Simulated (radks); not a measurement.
**Ag¹⁹⁺ in [Ar] 3d10: an all-electron calculation**

Wanted: eigenvalues, radial structure and energy terms of the silver ion Ag19+.

The numbers are computed with radks (a radial shooting solver on a logarithmic mesh, Libxc functionals) version 1 (Dirac Kohn-Sham, LDA (Slater exchange, VWN5 correlation), spin-unpolarised, spherical densities, finite nucleus), except any that are marked as measured or tabulated.

**1. The atom as given**

```
element            : silver (Z = 47)
charge             : +19
electrons          : 28
configuration      : [Ar] 3d10
nuclear rms radius : 4.5454 fm
```

The outer shells:

Ag¹⁹⁺
```
[Ar] core
3d [↑↓][↑↓][↑↓][↑↓][↑↓]
```

**2. Self-consistent calculation**

Input:

```text
Z 47
configuration [Ar] 3d10
relativity Dirac
functional lda,vwn5
spin unpolarised
j_filling energy
nucleus finite rms 4.5454 fm
c 137.035999084
```

**Question.** What will this run give?

**Answer**, as computed:

| quantity | value |
| --- | --- |
| total energy | -5164.67919 hartree |
| exchange-correlation share of it | 2.47 % |
| −T/E | 1.0472 |
| highest occupied level | 3d5/2, -853.66 eV |
| most extended occupied level | 3p3/2, <r> = 0.364 bohr |
| radius at density 0.001 e/bohr³ | 1.16 bohr |
| maxima of the radial density | 3 |
| ionisation energy, NIST | 885 (theory) eV |

What this shows: 3 principal shells are occupied and 3 maxima appear in the radial density. −T/E is 1.047: with relativity the kinetic term as defined here no longer equals −E. The top level binds by 853.66 eV, 96 % of the NIST ionisation energy of 885 eV. 
